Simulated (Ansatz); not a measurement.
# C12H15OS (phenacyltetrahydrothiophenium): the cost of one run

Method: the settings change from run to run; program: Ansatz 0.2.0, Gaussian basis.

3 further runs of the same task are left out: 3 that didn't finish.

### Step 1. The geometry

An earlier PBE-D4/def2-SVP relaxation fixed the geometry.

SMILES `O=C(C[S+]1CCCC1)c1ccccc1`, 29 atoms, charge 1, spin multiplicity 1.

Atoms are counted from 1 here; the program's logs count them from 0.

Bond lengths: O1–C2 1.234 Å, C2–C3 1.539 Å, C2–C9 1.470 Å, C3–S4 1.831 Å, C3–H15 1.109 Å, C3–H16 1.110 Å, S4–C5 1.858 Å, S4–C8 1.861 Å, C5–C6 1.529 Å, C5–H17 1.107 Å, C5–H18 1.108 Å, C6–C7 1.533 Å, C6–H19 1.111 Å, C6–H20 1.108 Å, C7–C8 1.530 Å, C7–H21 1.110 Å, C7–H22 1.109 Å, C8–H23 1.107 Å and more. Angles: O1–C2–C3 116.3°, O1–C2–C9 124.6°, C3–C2–C9 119.1°, C2–C3–S4 104.7°, C2–C3–H15 113.0°, C2–C3–H16 113.4°, S4–C3–H15 106.4°, S4–C3–H16 110.3°, H15–C3–H16 108.8°, C3–S4–C5 101.2°, C3–S4–C8 103.7°, C5–S4–C8 93.4°, S4–C5–C6 106.2°, S4–C5–H17 108.6°, S4–C5–H18 104.2°, C6–C5–H17 116.0°, C6–C5–H18 112.6°, H17–C5–H18 108.4° and more.

### Step 2. r2SCAN/def2-SVPD

This run has a grid of angular degree 47, rVV10 dispersion.

in.yaml

```yaml
crystal:
  periodic: [false, false, false]
  atoms:
    - {symbol: O, position_ang: [-0.014185, -1.040869, 1.654927]}
    - {symbol: C, position_ang: [-0.633563, -0.339563, 0.851069]}
    - {symbol: C, position_ang: [0.172593, 0.770183, 0.153064]}
    - {symbol: S, position_ang: [1.803347, 0.753189, 0.985826]}
    - {symbol: C, position_ang: [2.776780, 1.901905, -0.102981]}
    - {symbol: C, position_ang: [3.394691, 1.031436, -1.198079]}
    - {symbol: C, position_ang: [3.821631, -0.272675, -0.513978]}
    - {symbol: C, position_ang: [2.629253, -0.769636, 0.306025]}
    - {symbol: C, position_ang: [-2.057435, -0.502024, 0.525812]}
    - {symbol: C, position_ang: [-2.778631, -1.519027, 1.197957]}
    - {symbol: C, position_ang: [-4.134147, -1.710969, 0.922689]}
    - {symbol: C, position_ang: [-4.781098, -0.895829, -0.024536]}
    - {symbol: C, position_ang: [-4.072827, 0.114883, -0.698428]}
    - {symbol: C, position_ang: [-2.715950, 0.314576, -0.425230]}
    - {symbol: H, position_ang: [-0.252480, 1.781927, 0.316224]}
    - {symbol: H, position_ang: [0.296339, 0.605917, -0.937292]}
    - {symbol: H, position_ang: [2.107509, 2.713383, -0.447415]}
    - {symbol: H, position_ang: [3.537815, 2.339305, 0.573690]}
    - {symbol: H, position_ang: [2.653979, 0.832075, -2.001352]}
    - {symbol: H, position_ang: [4.247832, 1.558320, -1.670317]}
    - {symbol: H, position_ang: [4.694063, -0.091620, 0.147510]}
    - {symbol: H, position_ang: [4.123818, -1.053218, -1.240787]}
    - {symbol: H, position_ang: [1.861753, -1.291081, -0.297196]}
    - {symbol: H, position_ang: [2.874570, -1.401765, 1.179388]}
    - {symbol: H, position_ang: [-2.249269, -2.141826, 1.933809]}
    - {symbol: H, position_ang: [-4.695691, -2.498336, 1.446851]}
    - {symbol: H, position_ang: [-5.849573, -1.048416, -0.239202]}
    - {symbol: H, position_ang: [-4.584425, 0.748539, -1.437549]}
    - {symbol: H, position_ang: [-2.176690, 1.111228, -0.960540]}
basis:
  gaussian: {orbitals: def2-SVPD, final_grid: {core_spheres: 20, valence_spheres: 16, degree: 47}}
total_charge: 1
hamiltonian: {xc: {name: r2SCAN}, dispersion: rvv10}
output: {forces: true}
```

Launch:

```sh
> ansatz run in.yaml --threads 4 --pin off --events-out ev --progress --plain --max-ram 6963MiB
```

Q: Estimate wall time and peak memory on 4 threads of Arm Neoverse V1, shared host.

About 57 s, with a peak of 1.3 GiB.
